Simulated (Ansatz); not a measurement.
**C6H6ClF9O3Si: relaxing the structure**

What shape does C6H6ClF9O3Si take? The plan is to relax it, and look at its orbitals and charge.

Method: RKS PBE0-D4/def2-TZVP; program: Ansatz 0.2.0, Gaussian basis.

Plan: relaxation at PBE0-D4/def2-TZVP; a single point in def2-TZVPP for the fields.

## Step 1: Where the work starts

SMILES `FC(F)(F)CO[Si](Cl)(OCC(F)(F)F)OCC(F)(F)F`, 26 atoms, charge 0, spin multiplicity 1.

Atoms are counted from 1 here; the program's logs count them from 0.

Bond lengths: F1–C2 1.339 Å, C2–F3 1.341 Å, C2–F4 1.332 Å, C2–C5 1.528 Å, C5–O6 1.389 Å, C5–H21 1.094 Å, C5–H22 1.097 Å, O6–Si7 1.625 Å, Si7–Cl8 1.994 Å, Si7–O9 1.619 Å, Si7–O15 1.620 Å, O9–C10 1.387 Å, C10–C11 1.527 Å, C10–H23 1.097 Å, C10–H24 1.095 Å, C11–F12 1.333 Å, C11–F13 1.338 Å, C11–F14 1.341 Å and more. Angles: F1–C2–F3 106.5°, F1–C2–F4 107.1°, F1–C2–C5 112.5°, F3–C2–F4 107.1°, F3–C2–C5 110.4°, F4–C2–C5 112.9°, C2–C5–O6 112.3°, C2–C5–H21 108.0°, C2–C5–H22 107.5°, O6–C5–H21 107.8°, O6–C5–H22 111.1°, H21–C5–H22 110.0°, C5–O6–Si7 130.4°, O6–Si7–Cl8 112.9°, O6–Si7–O9 106.1°, O6–Si7–O15 105.1°, Cl8–Si7–O9 111.5°, Cl8–Si7–O15 113.6° and more.

Coordinates:

```mol
C6H6ClF9O3Si
  3D, bonds by distance, orders not assigned

 26 25  0  0  0  0  0  0  0  0999 V2000
   -1.5909    1.0752   -2.6131 F   0  0
   -2.5801    1.0842   -1.7105 C   0  0
   -3.7248    1.1960   -2.4002 F   0  0
   -2.4459    2.1984   -0.9931 F   0  0
   -2.5964   -0.1782   -0.8501 C   0  0
   -1.5387   -0.2169    0.0497 O   0  0
    0.0649   -0.1879   -0.2093 Si  0  0
    0.6431   -1.4544   -1.6365 Cl  0  0
    0.4317    1.3430   -0.5896 O   0  0
    1.6067    1.9318   -1.0332 C   0  0
    2.7715    1.6732   -0.0800 C   0  0
    2.4827    1.9833    1.1839 F   0  0
    3.1633    0.3940   -0.0935 F   0  0
    3.8393    2.4055   -0.4292 F   0  0
    0.7317   -0.4906    1.2352 O   0  0
    0.3368   -1.3116    2.2834 C   0  0
    0.2139   -2.7731    1.8586 C   0  0
   -0.0180   -3.5569    2.9211 F   0  0
   -0.8050   -2.9721    1.0094 F   0  0
    1.3123   -3.2318    1.2612 F   0  0
   -3.5267   -0.1825   -0.2737 H   0  0
   -2.5705   -1.0401   -1.5274 H   0  0
    1.8928    1.5474   -2.0198 H   0  0
    1.4405    3.0124   -1.0848 H   0  0
   -0.6364   -1.0009    2.6784 H   0  0
    1.1022   -1.2475    3.0631 H   0  0
  1  2  8  0
  2  3  8  0
  2  4  8  0
  2  5  8  0
  5  6  8  0
  6  7  8  0
  7  8  8  0
  7  9  8  0
  9 10  8  0
 10 11  8  0
 11 12  8  0
 11 13  8  0
 11 14  8  0
  7 15  8  0
 15 16  8  0
 16 17  8  0
 17 18  8  0
 17 19  8  0
 17 20  8  0
  5 21  8  0
  5 22  8  0
 10 23  8  0
 10 24  8  0
 16 25  8  0
 16 26  8  0
M  END
```

The start is a GFN2-xTB geometry.

## Step 2: Geometry optimisation, PBE0-D4/def2-TZVP

Contents of in.yaml:

```yaml
crystal:
  periodic: [false, false, false]
  atoms:
    - {symbol: F, position_ang: [-1.590920, 1.075190, -2.613070]}
    - {symbol: C, position_ang: [-2.580120, 1.084200, -1.710510]}
    - {symbol: F, position_ang: [-3.724820, 1.196010, -2.400180]}
    - {symbol: F, position_ang: [-2.445910, 2.198410, -0.993060]}
    - {symbol: C, position_ang: [-2.596450, -0.178200, -0.850100]}
    - {symbol: O, position_ang: [-1.538650, -0.216880, 0.049660]}
    - {symbol: Si, position_ang: [0.064900, -0.187920, -0.209330]}
    - {symbol: Cl, position_ang: [0.643070, -1.454410, -1.636490]}
    - {symbol: O, position_ang: [0.431670, 1.342970, -0.589560]}
    - {symbol: C, position_ang: [1.606690, 1.931790, -1.033160]}
    - {symbol: C, position_ang: [2.771460, 1.673240, -0.079980]}
    - {symbol: F, position_ang: [2.482730, 1.983260, 1.183900]}
    - {symbol: F, position_ang: [3.163250, 0.393970, -0.093550]}
    - {symbol: F, position_ang: [3.839330, 2.405540, -0.429190]}
    - {symbol: O, position_ang: [0.731710, -0.490580, 1.235210]}
    - {symbol: C, position_ang: [0.336830, -1.311650, 2.283370]}
    - {symbol: C, position_ang: [0.213920, -2.773080, 1.858590]}
    - {symbol: F, position_ang: [-0.017970, -3.556900, 2.921130]}
    - {symbol: F, position_ang: [-0.805040, -2.972100, 1.009360]}
    - {symbol: F, position_ang: [1.312340, -3.231770, 1.261220]}
    - {symbol: H, position_ang: [-3.526660, -0.182490, -0.273680]}
    - {symbol: H, position_ang: [-2.570500, -1.040150, -1.527390]}
    - {symbol: H, position_ang: [1.892830, 1.547430, -2.019750]}
    - {symbol: H, position_ang: [1.440480, 3.012430, -1.084840]}
    - {symbol: H, position_ang: [-0.636430, -1.000860, 2.678370]}
    - {symbol: H, position_ang: [1.102250, -1.247460, 3.063050]}
basis:
  gaussian: {orbitals: def2-TZVP}
hamiltonian: {xc: pbe0, dispersion: d4}
relax: {f_tol: 0.005, max_steps: 150}
```

The run is started by

```
> ansatz run in.yaml --threads 10 --pin off --events-out ev --progress --plain --max-ram 110592MiB --backend cuda --devices 0, --max-vram 75GiB
```

Further steps of the session: Orbitals, density and potential.

Before running them: what should the planned runs give, taken together? Wanted: point group; shift from the start; total energy; dispersion term; dipole moment; HOMO, LUMO.

As calculated:

```
                  quantity           value
               point group              C1
                     steps              28
shift from the start (rms)         0.649 Å
              total energy  -57292.2290 eV
           dispersion term        -760 meV
             dipole moment          2.71 D
                HOMO, LUMO  -9.24, 0.53 eV
```

What this shows: The atoms moved 0.65 Å (rms) from the start; the bond that changed most is Si7–Cl8, from 1.994 to 2.036 Å. No vibrations were run, so it is not proven to be a minimum. The largest Mulliken charge, +0.65 e, sits on Si7. The HOMO lies mostly on O9 30 %; O6 19 % and the LUMO on Si7 12 %; Cl8 10 %.
